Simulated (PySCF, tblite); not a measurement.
**C4H11NSi: geometry, infrared bands and NMR shifts**

Wanted: the infrared bands and NMR shifts of C4H11NSi (`C/C=C/[SiH2]NC`), by calculation.

Computed with tblite 0.8.0 and PySCF 2.14.0, with density-fitted response routines of our own, on a single molecule in the gas phase. Atoms are numbered from 0 throughout.

## 1. Starting geometry

17 atoms, charge 0, multiplicity 1; geometry from: force field or distance geometry start.

Bonds of the start (Å): C0–C1 1.51, C1–C2 1.33, C2–Si3 1.84, Si3–N4 1.71, N4–C5 1.46, C0–H6 1.09, C0–H7 1.10, C0–H8 1.10, C1–H9 1.09, C2–H10 1.08, Si3–H11 1.46, Si3–H12 1.48, N4–H13 1.01, C5–H14 1.09, C5–H15 1.11, C5–H16 1.09.

## 2. Relaxing the molecule with GFN2-xTB

The job: settings as JSON, then the geometry in Å.

```
{"job": {"kind": "relax", "xc": "GFN2-xTB", "basis": "xTB"}, "charge": 0, "multiplicity": 1}
C      3.215200    -0.188600     0.399700
C      1.745800     0.141800     0.292400
C      0.916200    -0.464900    -0.551300
Si    -0.882800    -0.117700    -0.751500
N     -1.545600     0.205700     0.796600
C     -2.947300     0.522900     1.025700
H      3.506800    -0.963600    -0.309200
H      3.807500     0.713600     0.197100
H      3.448900    -0.533500     1.412900
H      1.384300     0.908800     0.984700
H      1.266200    -1.229500    -1.232800
H     -1.137200     1.032900    -1.620400
H     -1.577300    -1.326200    -1.245100
H     -1.257700    -0.541100     1.415000
H     -3.598600    -0.309600     0.775400
H     -3.093300     0.755100     2.100700
H     -3.258200     1.406000     0.459700
```

The run is started by

```
$ OMP_NUM_THREADS=1 python probes_run.py task.json out
```

The driver reads the jobs from task.json and runs them one after another.

**Question.** This job is followed by: GFN2-xTB harmonic vibrations, gas phase; GIAO PBE0/pcSseg-1 NMR shielding, non-relativistic, gas phase. Predict these results of the whole session: strongest single infrared mode (GFN2-xTB); zero-point energy (GFN2-xTB); 13C shifts against TMS (PBE0/pcSseg-1); 1H shifts against TMS (PBE0/pcSseg-1, means over atoms taken as alike); 29Si shifts against TMS (PBE0/pcSseg-1); 15N shifts against NH3 (PBE0/pcSseg-1).

As calculated:

| quantity | value |
| --- | --- |
| strongest single infrared mode (GFN2-xTB) | 2120 cm⁻¹, 430 km/mol |
| zero-point energy (GFN2-xTB) | 86.9 kcal/mol |
| 13C shifts against TMS (PBE0/pcSseg-1) | 153.5, 129.8, 32.5, 27.1 ppm |
| 1H shifts against TMS (PBE0/pcSseg-1, means over atoms taken as alike) | 6.55, 5.81, 4.96, 2.87, 2.00, -0.48 ppm |
| 29Si shifts against TMS (PBE0/pcSseg-1) | -43.0 ppm |
| 15N shifts against NH3 (PBE0/pcSseg-1) | 9.6 ppm |

In words: Over 127 steps the energy fell by 0.176 eV; of the close pairs, C2–Si3 changed most, 1.843 to 1.875 Å. All 45 modes are real, so the xTB geometry is a minimum. The strongest single mode, at 2120 cm⁻¹, moves mainly H12. GFN2-xTB is a fitted tight-binding method: band positions and strengths are rough. Its intensities can rank the bands wrongly. At PBE0/pcSseg-1: Shielding is most anisotropic at C1 (span 261 ppm, paramagnetic term -224 ppm).
